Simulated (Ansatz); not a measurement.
# BiTe: the cost of one run

Program: Ansatz 0.2.0. Level of theory: DFT PBE, scalar-relativistic, plane waves, PAW. These are calculated values, not measurements.

### Step 1. The structure to begin with

The structure is trigonal, space group R-3m (No. 166). Conventional cell: a = 4.845 Å, b = 4.845 Å, c = 9.952 Å, α = 90.00°, β = 90.00°, γ = 120.00°. Bi (site symmetry -3m) has 6 Te at 3.25 Å in its first shell of neighbours. Around Te (site symmetry -3m) lie 6 Bi at 3.25 Å.

Structure file:

```cif
data_structure
_symmetry_space_group_name_H-M 'R-3m:H'
_symmetry_Int_Tables_number 166
_cell_length_a 4.8454
_cell_length_b 4.8454
_cell_length_c 9.9519
_cell_angle_alpha 90.000
_cell_angle_beta 90.000
_cell_angle_gamma 120.000
_cell_volume 202.35
loop_
_atom_site_label
_atom_site_type_symbol
_atom_site_symmetry_multiplicity
_atom_site_Wyckoff_symbol
_atom_site_fract_x
_atom_site_fract_y
_atom_site_fract_z
_atom_site_occupancy
Bi1 Bi 3 b 0.33333 0.66667 0.16667 1
Te1 Te 3 a 0.00000 0.00000 0.00000 1
```

It goes back to an entry of the Materials Project, which need not be the stable form.

The cell is taken as given, not relaxed at this level.

### Step 2. The reference: the undisturbed cell on the scan's mesh

File input.yaml:

```yaml
crystal:
  lattice:
    - [2.4227077728, 1.3987509848, 3.3172919545]
    - [-2.4227077728, 1.3987509848, 3.3172919545]
    - [0.0, -2.7975019696, 3.3172919545]
  atoms:
    - { symbol: Bi, position: [0.5, 0.5, 0.5] }
    - { symbol: Te, position: [0.0, 0.0, 0.0] }
basis:
  ecutwfc: 420
kpoints:
  mp_grid: { grid: [12, 12, 12] }
hamiltonian:
  xc: pbe
scf:
  occupations: { method: gaussian, width: 0.15 }
output:
  forces: true
  stress: true
  eigenvalues: true
  write_density: true
  write_potential: true
  elf: true
  volumetric_format: npy
```

Launch:

```sh
$ ansatz run input.yaml --threads 1 --pin off --max-ram 2560MiB --backend cpu --events-out ev --progress --plain --runs-dir out
```

What time and memory should one allow on 1 thread of AMD EPYC 7R43 (Zen 3), shared host?

About 32 s, with a peak of 0.53 GiB.
